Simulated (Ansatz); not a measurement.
# GeAsH2 (doublet): the correlation ladder, cc-pVTZ

The task here is to estimate one member of a computed series from the others.

Computed with Ansatz 0.2.0, Gaussian basis. Level: cc-pVTZ, core rule «outside noble gas», up to 28 orbitals frozen.

To be run: UHF; CCSD(T) on ROHF; CCSD(T) on UHF; BCCD(T) on ROHF; CCSDT(Q) on ROHF; CCSDT(Q) on UHF; CASSCF and MRCISD+Q, 11 electrons in 10 orbitals; CASSCF and NEVPT2, 11 electrons in 10 orbitals.

3 further runs of the same task are left out: 3 set aside as unsound or not needed.

## The system

The geometry is a PBE0/def2-TZVP stationary point (not a proven minimum) of the parent state, kept for this charge and spin. No spin-orbit coupling is included. The filled d shell of Ge, As may be among the frozen orbitals whatever the setting's name suggests; the logs give the count.

4 atoms, charge 0, spin multiplicity 2.

Atoms are counted from 1 here; the program's logs count them from 0.

Bond lengths: Ge1–As2 2.536 Å, As2–H3 1.528 Å, As2–H4 1.528 Å. Angles: Ge1–As2–H3 101.5°, Ge1–As2–H4 101.5°, H3–As2–H4 91.4°.

Set-up of the first run:

File in.yaml:

```yaml
crystal:
  periodic: [false, false, false]
  atoms:
    - {symbol: Ge, position_ang: [0.023811, 0.000000, 1.308474]}
    - {symbol: As, position_ang: [-0.049053, 0.000000, -1.226664]}
    - {symbol: H, position_ang: [0.965114, 1.093504, -1.559579]}
    - {symbol: H, position_ang: [0.965111, -1.093507, -1.559579]}
basis:
  gaussian: {orbitals: cc-pVTZ}
magnetization: {spin_polarized: true, initial_magnetization: 1}
hamiltonian: {xc: hf}
output: {orbitals: {seedname: orbitals}}
```

Run with:

```bash
ansatz run in.yaml --threads 1 --pin off --events-out ev --progress --plain --max-ram 4096MiB --backend cpu
```

Steps of the session up to this table: UHF; CCSD(T) on ROHF; CCSD(T) on UHF; BCCD(T) on ROHF; CCSDT(Q) on ROHF; CCSDT(Q) on UHF; CASSCF and MRCISD+Q, 11 electrons in 10 orbitals; CASSCF and NEVPT2, 11 electrons in 10 orbitals.

One of the session's tables, all rows but one given; the rest of the session is left out.

It belongs to the step «Misses and costs». 

```
          method  from UCCSDT(Q) (meV)
            ROHF               +7189.1
             UHF               +7077.5
            RMP2               +1311.2
            UMP2               +1330.8
           RCCSD                +355.0
           UCCSD                +348.4
        RCCSD(T)                 +59.0
        UCCSD(T)                 +56.2
         BCCD(T)                 +57.9
          RCCSDT                 +21.1
          UCCSDT                     ?
       RCCSDT(Q)                  +4.6
       UCCSDT(Q)                     0
  CASSCF valence               +5339.6
  NEVPT2 valence               +1243.3
  MRCISD valence                +549.4
MRCISD+Q valence                 +89.4
```

Estimate the missing values for UCCSDT.

As computed: from UCCSDT(Q) (meV): +17.4. In the column «from UCCSDT(Q) (meV)» it lies between RCCSDT(Q) (+4.6) and RCCSDT (+21.1).

To keep in mind: Restricted and unrestricted rows rest on different reference determinants; where their highest levels disagree by more than a few hundredths of an eV, they describe different states and don't form one ladder.
